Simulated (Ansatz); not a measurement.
LiY3:

```
CELL_PARAMETERS angstrom
-2.36719 2.36719 5.32664
2.36719 -2.36719 5.32664
2.36719 2.36719 -5.32664
ATOMIC_POSITIONS crystal
Y 0.50000 0.50000 0.00000
Y 0.25000 0.75000 0.50000
Y 0.75000 0.25000 0.50000
Li 0.00000 0.00000 0.00000
```

The cell comes from a database or a generator and needn't be the stable form of this composition.

* Program: Ansatz 0.2.0
* Task: relaxation of cell and atoms
* Functional: r2SCAN
* Potentials or basis: Ansatz PAW
* Cutoff: 500 eV (not typed: the program's choice for these potentials)
* k mesh: 6 × 6 × 6
* Occupations: fermi-dirac, width 0.05 eV
* Spin: no spin polarisation

At the start: volume 29.85 Å³/atom.

Question: Where does the relaxation end?

Answer: It ends after 6 steps and the volume is 30.42 Å³/atom (+1.9 %); space group I4/mmm (No. 139, to 0.05 Å).

Step by step:
```
step  energy change (eV)  largest force (eV/Å)  volume (Å³)
   1              0.0000                0.0000       119.39
   2             -0.0166                0.0000       121.91
   3             -0.0219                0.0000       122.22
   4             -0.0237                0.0000       121.71
   5             -0.0237                0.0000       121.68
   6             -0.0241                0.0000       121.68
```

Final structure:
```xyz
4
Lattice="-2.3420 2.3420 5.5461 2.3420 -2.3420 5.5461 2.3420 2.3420 -5.5461" Properties=species:S:1:pos:R:3 pbc="T T T"
Y     0.0000    0.0000    5.5461
Y     2.3420    0.0000    2.7731
Y     0.0000    2.3420    2.7731
Li    0.0000    0.0000    0.0000
```

Caveat: the plane-wave basis is chosen anew once the cell has moved, so the energies of steps on either side of that aren't comparable; the PAW data sets come from PBE, with cores solved anew for the run's functional, which leaves a small shift of forces and pressure.
